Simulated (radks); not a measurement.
# Kr³⁺ in [Ar] 3d10 4s1.75 4p3 5p0.25: an all-electron calculation

Aim: the levels, the sizes of the orbitals and the parts of the energy of the krypton ion Kr3+.

Program: radks (a radial shooting solver on a logarithmic mesh, Libxc functionals) version 1. Level of theory: Dirac Kohn-Sham, revPBE, spin-unpolarised, spherical densities, finite nucleus; open shells are shared between the two j in proportion to 2j + 1. These are calculated values, not measurements, unless marked.

### 1 The system

```
element            : krypton (Z = 36)
charge             : +3
electrons          : 33
configuration      : [Ar] 3d10 4s1.75 4p3 5p0.25
nuclear rms radius : 4.1884 fm
```

### 2 The run

Input:

```text
Z 36
configuration [Ar] 3d10 4s1.75 4p3 5p0.25
relativity Dirac
functional pbe_r,pbe
spin unpolarised
j_filling average
nucleus finite rms 4.1884 fm
c 137.035999084
```

The run is started by

```sh
$ python run_ks.py task.json out
```

This one command runs every case of the session in turn.

**Question.** What will this run give?

As calculated:

```
                        quantity                   value
                    total energy     -2787.42669 hartree
exchange-correlation share of it                  3.42 %
                            −T/E                  1.0270
          highest occupied level       5p3/2, -16.811 eV
    most extended occupied level  5p3/2, <r> = 3.91 bohr
 radius at density 0.001 e/bohr³               3.50 bohr
    maxima of the radial density                       3
```

5 principal shells are occupied and 3 maxima appear in the radial density; where shells overlap, one shows as a shoulder or not at all. Relativity lifts −T/E to 1.027. This is not the tabulated ground configuration, so its levels and sizes aren't those of the ground state, and no measured value stands beside it.
